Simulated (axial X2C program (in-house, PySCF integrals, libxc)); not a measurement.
**A two-component session on MoP: properties at the nuclei**

Wanted for MoP: properties at the nuclei, at the two-component level.

Program: an in-house X2C program for linear molecules on PySCF integrals. Level of theory: two-component X2C with atomic mean-field terms, Mo dyall-cv3z, P dyall-v3z. These are calculated values, not measurements.

**1. The job**

Contents of task.json:

```json
{
 "zs": [
  42,
  15
 ],
 "q": 0,
 "bas": [
  "dyall-cv3z",
  "dyall-v3z"
 ],
 "r0": 2.23,
 "levels": [
  "PBE0",
  "HF",
  "BHandHLYP",
  "PBE50",
  "B3LYP"
 ],
 "nst": 3
}
```

Keys: zs atomic numbers; q charge; bas basis sets; r0 starting distance in Å; levels methods (HF also brings MP2); nst determinants followed.

Run with:

```bash
$ python soeom.py task.json out
```

Nuclei are Gaussian, cores are contracted, and the Gaunt term is on.

**2. Expectation values, lowest determinant**

R = 2.136 Å. State: Ω = 3/2 (excess of +ω over −ω: ω = 1/2, ω = -3/2, ω = 5/2).

Output of the PBE0 run:

```text
two-component X2C + atomic mean field  PBE0
basis functions 200  fitting functions 974  grid points 5079
iter        total energy     max residual
   1      -4388.517505953     8.14e-06
   2      -4388.517505954     1.73e-05
   3      -4388.517505960     5.62e-06
   4      -4388.517505962     2.47e-06
converged
one-electron -6364.84970245  Coulomb 1969.85049557  exact exchange -36.29996143  xc functional -111.34947798  nuclear repulsion 156.07754816  atomic mean-field constant -1.94640784
```

The highest occupied spinor is 56% Mo s, 24% P p, 14% Mo d.

| level | Eeff magnitude (GV/cm) | Ws magnitude Mo (kHz) | A∥/gI Mo (MHz) | qzz Mo (a.u.) | A∥/gI P (MHz) | qzz P (a.u.) | μ (D) |
| --- | --- | --- | --- | --- | --- | --- | --- |
| PBE0 | 1.32 | 0.424 | 881 | 0.04 | 46.3 | -1.28 | -3.53 |
| HF | 1.93 | 0.609 | 574 | -0.43 | 22.9 | -1.69 | -3.86 |
| BHandHLYP | 1.33 | 0.414 | 810 | 0.02 | 38.3 | -1.45 | -3.84 |
| PBE50 | 1.19 | 0.378 | 805 | -0.06 | 48.4 | -1.47 | -3.97 |
| B3LYP | 1.34 | 0.424 | 918 | 0.07 | 33.1 | -1.22 | -3.32 |

Eeff is the effective electric field on the electron dipole moment in this Ω state and Ws the scalar–pseudoscalar constant (defined with the proton number Z and per Ω); A∥ is the parallel hyperfine constant, which follows by multiplying with the nuclear g factor gI = μI/(I μN); qzz is the electric field gradient, eQq0 = 234.96 MHz × Q/barn × qzz; μ is positive if P is the positive end. The operators were transformed with the bare-nucleus X2C matrices.

**3. Expectation values, a higher determinant**

R = 2.136 Å. State: Ω = 1/2 (excess of +ω over −ω: ω = -1/2, ω = -3/2, ω = 5/2), 1.25 eV above the lowest in the PBE0 search for states (made at or near this distance, with looser thresholds).

Output of the PBE0 run:

```text
two-component X2C + atomic mean field  PBE0
basis functions 200  fitting functions 974  grid points 5079
iter        total energy     max residual
   1      -4388.471425278     1.11e-05
   2      -4388.471425298     1.32e-05
   3      -4388.471425303     7.11e-06
   4      -4388.471425317     3.56e-06
   5      -4388.471425321     1.29e-06
   6      -4388.471425321     6.04e-07
converged
one-electron -6364.63214913  Coulomb 1969.61420849  exact exchange -36.27832039  xc functional -111.30630461  nuclear repulsion 156.07754816  atomic mean-field constant -1.94640784
```

The highest occupied spinor is 56% Mo s, 30% Mo d, 10% P p.

| level | Eeff magnitude (GV/cm) | Ws magnitude Mo (kHz) | A∥/gI Mo (MHz) | qzz Mo (a.u.) | A∥/gI P (MHz) | qzz P (a.u.) | μ (D) |
| --- | --- | --- | --- | --- | --- | --- | --- |
| PBE0 | 0.0943 | 0.137 | -4600 | 0.13 | 76.9 | -1.20 | -3.31 |
| HF | 1.57 | 1.52 | -4900 | -0.08 | 22.1 | -1.96 | -2.13 |
| BHandHLYP | 0.205 | 0.167 | -4650 | 0.20 | 79.6 | -1.40 | -3.41 |
| PBE50 | 0.254 | 0.273 | -4540 | 0.17 | 116 | -1.44 | -3.68 |
| B3LYP | 0.315 | 0.254 | -4690 | 0.07 | 30 | -1.14 | -3.03 |

**4. Expectation values, a higher determinant**

R = 2.136 Å. State: Ω = 1/2 (excess of +ω over −ω: ω = 1/2), 1.59 eV above the lowest in the PBE0 search for states (made at or near this distance, with looser thresholds).

Output of the PBE0 run:

```text
two-component X2C + atomic mean field  PBE0
basis functions 200  fitting functions 974  grid points 5079
iter        total energy     max residual
   1      -4388.459128264     1.62e-05
   2      -4388.459128265     4.27e-05
   3      -4388.459128290     9.79e-06
   4      -4388.459128307     7.21e-06
   5      -4388.459128330     5.70e-06
   6      -4388.459128337     4.71e-06
   7      -4388.459128346     1.91e-06
   8      -4388.459128348     1.28e-06
   9      -4388.459128348     8.82e-07
converged
one-electron -6364.38599334  Coulomb 1969.32556085  exact exchange -36.26107417  xc functional -111.26876202  nuclear repulsion 156.07754816  atomic mean-field constant -1.94640784
```

The highest occupied spinor is 98% Mo d.

| level | Eeff magnitude (GV/cm) | Ws magnitude Mo (kHz) | A∥/gI Mo (MHz) | qzz Mo (a.u.) | A∥/gI P (MHz) | qzz P (a.u.) | μ (D) |
| --- | --- | --- | --- | --- | --- | --- | --- |
| PBE0 | 0.676 | 0.676 | 3710 | 0.09 | 80.2 | -1.21 | -3.43 |
| HF | 2.06 | 1.93 | 2830 | -0.34 | 93.5 | -1.77 | -3.43 |
| BHandHLYP | 0.829 | 0.781 | 3440 | 0.13 | 119 | -1.37 | -3.69 |
| PBE50 | 0.706 | 0.69 | 3480 | 0.05 | 143 | -1.41 | -3.82 |
| B3LYP | 0.775 | 0.745 | 3760 | 0.03 | 45.5 | -1.17 | -3.19 |

**5. Summary of results**

| quantity | value |
| --- | --- |
| lowest determinant | Ω = 3/2 (excess of +ω over −ω: ω = 1/2, ω = -3/2, ω = 5/2) |
| Eeff magnitude (GV/cm), PBE0 | 1.32 |
| Ws magnitude Mo (kHz), PBE0 | 0.424 |
| A∥/gI Mo (MHz), PBE0 | 881 |
| qzz Mo (a.u.), PBE0 | 0.04 |
| higher determinant | Ω = 1/2 (excess of +ω over −ω: ω = -1/2, ω = -3/2, ω = 5/2) |
| Eeff magnitude (GV/cm), PBE0, higher determinant | 0.0943 |
| Ws magnitude Mo (kHz), PBE0, higher determinant | 0.137 |
| A∥/gI Mo (MHz), PBE0, higher determinant | -4600 |
| qzz Mo (a.u.), PBE0, higher determinant | 0.13 |
| higher determinant | Ω = 1/2 (excess of +ω over −ω: ω = 1/2) |
| Eeff magnitude (GV/cm), PBE0, higher determinant | 0.676 |
| Ws magnitude Mo (kHz), PBE0, higher determinant | 0.676 |
| A∥/gI Mo (MHz), PBE0, higher determinant | 3710 |
| qzz Mo (a.u.), PBE0, higher determinant | 0.09 |

In words: In the first state, the effective field runs from 1.19 to 1.93 GV/cm over the mean-field levels. The expectation values come from single determinants, which for open shells can mix terms of unlike spin or miss the lowest Ω, so a determinant need not be a state. Eeff is the effective electric field on the electron dipole moment in this Ω state and Ws the scalar–pseudoscalar constant (defined with the proton number Z and per Ω); A∥ is the parallel hyperfine constant, which follows by multiplying with the nuclear g factor gI = μI/(I μN); qzz is the electric field gradient, eQq0 = 234.96 MHz × Q/barn × qzz; μ is positive if P is the positive end. The operators were transformed with the bare-nucleus X2C matrices.
